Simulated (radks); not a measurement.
**Valence configurations of Rh⁺**

The task here is to estimate one member of a computed series from the others.

Program: radks (a radial shooting solver on a logarithmic mesh, Libxc functionals) version 1. Level of theory: Dirac Kohn-Sham, PBEsol, spin-unpolarised, spherical densities, finite nucleus; open shells fill j = l - 1/2 first. These are calculated values, not measurements, unless marked.

### The atom as given

* element: rhodium (Z = 45)
* charge: +1
* electrons: 44
* configuration: [Kr] 4d8
* nuclear rms radius: 4.4945 fm
* others tried: 4d6 5s2; 4d7 5s1; 4d7.5 5p0.5; 4d5 5s2 5p1; 4d7 5p1; 4d6 5s1 5p1; 4d7 5s0.5 5p0.5; 4d5 5s1 5p2; 4d6 5p2

The first run:

Settings of this run:

```text
Z 45
configuration [Kr] 4d8
relativity Dirac
functional pbe_sol,pbe_sol
spin unpolarised
j_filling energy
nucleus finite rms 4.4945 fm
c 137.035999084
```

Steps of the session up to this table: [Kr] 4d8.

One of the session's tables, all rows but one given; the rest of the session is left out.

It belongs to the step «[Kr] 4d8». Sizes of the orbitals, from the radial functions (bohr):

| level | <r> | outermost maximum (interpolated) | 90 % within | nodes |
| --- | --- | --- | --- | --- |
| 3p3/2 | 0.3940 | 0.348 | 0.594 | 1 |
| 3d3/2 | 0.3685 | 0.290 | 0.586 | 0 |
| 3d5/2 | 0.3720 | 0.292 | 0.591 | 0 |
| 4s1/2 | ? | ? | ? | ? |
| 4p1/2 | 1.062 | 0.928 | 1.57 | 2 |
| 4p3/2 | 1.093 | 0.953 | 1.62 | 2 |
| 4d3/2 | 1.533 | 1.14 | 2.48 | 1 |
| 4d5/2 | 1.555 | 1.15 | 2.51 | 1 |

**Question.** Estimate the row for 4s1/2.

As computed: <r>: 0.9810; outermost maximum (interpolated): 0.881; 90 % within: 1.43; nodes: 3. In the column «<r>» it lies between 3p3/2 (0.3940) and 4p1/2 (1.062).
